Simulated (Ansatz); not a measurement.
# CHFGaN (SMILES N#[C][GaH][F]): CCSD(T)/cc-pVDZ

Aim: the energy change on altering one bond length of CHFGaN at CCSD(T)/cc-pVDZ, from 2 runs. 

The results are computed with Ansatz 0.2.0.

126 further runs of the same task are left out: 126 set aside as unsound or not needed.

## Step 1: The system as given

CHFGaN has 5 atoms, charge 0, and is taken as a singlet. SMILES: `N#[C][GaH][F]`. Geometry: relaxed at PBE0-D4/def2-TZVP.

Bond lengths: N1–C2 1.152 Å, C2–Ga3 1.931 Å, Ga3–F4 1.741 Å, Ga3–H5 1.539 Å. Angles: N1–C2–Ga3 177.5°, C2–Ga3–F4 112.3°, C2–Ga3–H5 127.5°, F4–Ga3–H5 120.2°.

## Step 2: The energy at CCSD(T)/cc-pVDZ

run.yaml reads:

```yaml
crystal:
  periodic: [false, false, false]
  atoms:
    - {symbol: N, position_ang: [1.214000, -1.657200, 1.266000]}
    - {symbol: C, position_ang: [0.641000, -0.864700, 0.656300]}
    - {symbol: Ga, position_ang: [-0.259700, 0.519000, -0.345500]}
    - {symbol: F, position_ang: [-1.724700, -0.053500, -1.092600]}
    - {symbol: H, position_ang: [0.179200, 1.982700, -0.525600]}
basis:
  gaussian: {orbitals: cc-pVDZ}
correlation: {method: ccsd_t, frozen_orbitals: {C: 1, F: 1, Ga: 9, H: 0, "N": 1}}
accuracy: high
scf: {omitted_lower_state_checks: [cluster_reference, increment]}
```

On the command line:

```
ansatz run run.yaml --threads 1 --pin off --max-ram 3480MiB --events-out events.jsonl --progress --plain --runs-dir runs
```

The log of the run, cut to the lines that bear on the results:

```text
Warning: RAYON_NUM_THREADS=1 ignored (pool sized by the plan → 1); use --threads N
Functional definition: HF
  name "HF"
[...]
1569 factors; integrals over basis functions are off by at most 4.4e-9 eV
[...]
mean field -57568.48554746 eV, -2115.6028225480 hartree, gradient 2.0e-8 eV, S^2 0.000000; 0 other end points of the search recorded, 0 dependent functions left out
12 core orbitals not correlated: weight in the atoms' cores, before any rotation towards them, 1.000 or more for the frozen orbitals, at most 0.000 for the correlated occupied ones
reference -57568.48554746 eV, -2115.6028225480 hartree; 15, 15 occupied and 47, 47 virtual orbitals, 1569 factors
second order -14.78192007 eV of doubles, -0.00000000 eV of singles
cycle   1  -14.55705835 eV  change    2.2e-1 eV  update   1.1e-1
[...]
cycle  21  -15.16441563 eV  change   2.3e-10 eV  update   1.7e-9
perturbative correction -0.50336212 eV, -0.0184982166 hartree
Total energy: -57584.15332520 eV, -2116.1786027602 hartree
Checks for a lower state left out: cluster_reference, increment
```

Wall time 10 s (1 thread of Arm Neoverse V2, shared host); peak memory 0.32 GiB.

## Step 3: The distorted shape, same level

input.yaml reads:

```yaml
crystal:
  periodic: [false, false, false]
  atoms:
    - {symbol: "N", position_ang: [1.148155, -1.876790, 1.293019]}
    - {symbol: C, position_ang: [0.575155, -1.084290, 0.683319]}
    - {symbol: Ga, position_ang: [-0.325545, 0.299410, -0.318481]}
    - {symbol: F, position_ang: [-1.790545, -0.273090, -1.065581]}
    - {symbol: H, position_ang: [0.179200, 1.982700, -0.525600]}
basis:
  gaussian: {orbitals: cc-pVDZ}
scf: {omitted_lower_state_checks: [cluster_reference, increment]}
total_charge: 0
accuracy: high
correlation: {method: ccsd_t, frozen_orbitals: {C: 1, F: 1, Ga: 9, H: 0, "N": 1}}
```

On the command line:

```
ansatz run input.yaml --threads 1 --pin off --max-ram 3480MiB --events-out events.jsonl --progress --plain --runs-dir runs
```

The log of the run, cut to the lines that bear on the results:

```text
Warning: RAYON_NUM_THREADS=1 ignored (pool sized by the plan → 1); use --threads N
[... 2 set-up lines as earlier in the session ...]
[...]
1564 factors; integrals over basis functions are off by at most 4.4e-9 eV
[...]
mean field -57568.15255914 eV, -2115.5905854531 hartree, gradient 2.0e-8 eV, S^2 0.000000; 0 other end points of the search recorded, 0 dependent functions left out
12 core orbitals not correlated: weight in the atoms' cores, before any rotation towards them, 1.000 or more for the frozen orbitals, at most 0.000 for the correlated occupied ones
reference -57568.15255914 eV, -2115.5905854531 hartree; 15, 15 occupied and 47, 47 virtual orbitals, 1564 factors
second order -14.79962779 eV of doubles, -0.00000000 eV of singles
cycle   1  -14.57483244 eV  change    2.2e-1 eV  update   1.1e-1
[...]
cycle  21  -15.20260481 eV  change   -1.6e-9 eV  update   2.3e-9
perturbative correction -0.51015603 eV, -0.0187478882 hartree
Total energy: -57583.86531998 eV, -2116.1680187635 hartree
Checks for a lower state left out: cluster_reference, increment
```

Wall time 11 s (1 thread of Arm Neoverse V2, shared host); peak memory 0.31 GiB.

## Step 4: What came out

At CCSD(T)/cc-pVDZ, 12 core orbitals frozen:

```
                                                          quantity           value
                                         first shape: total energy  -2116.17860 Eh
         first shape: correlation energy (12 core orbitals frozen)      -575.8 mEh
                                       first shape: (T) correction      -18.50 mEh
                                        first shape: T1 diagnostic           0.013
                                     distorted shape: total energy  -2116.16802 Eh
     distorted shape: correlation energy (12 core orbitals frozen)      -577.4 mEh
                                   distorted shape: (T) correction      -18.75 mEh
                                    distorted shape: T1 diagnostic           0.014
energy change with the Ga3–H5 bond stretched from 1.539 to 1.770 Å        0.288 eV
```

**Reading.** With the Ga3–H5 bond stretched from 1.539 to 1.770 Å the energy rises by 0.29 eV (6.6 kcal/mol). The first shape isn't relaxed at this level, so the change isn't measured from a minimum. The triples (first shape) make up 3.2 % of the correlation energy. The triples (distorted shape) make up 3.2 % of the correlation energy.
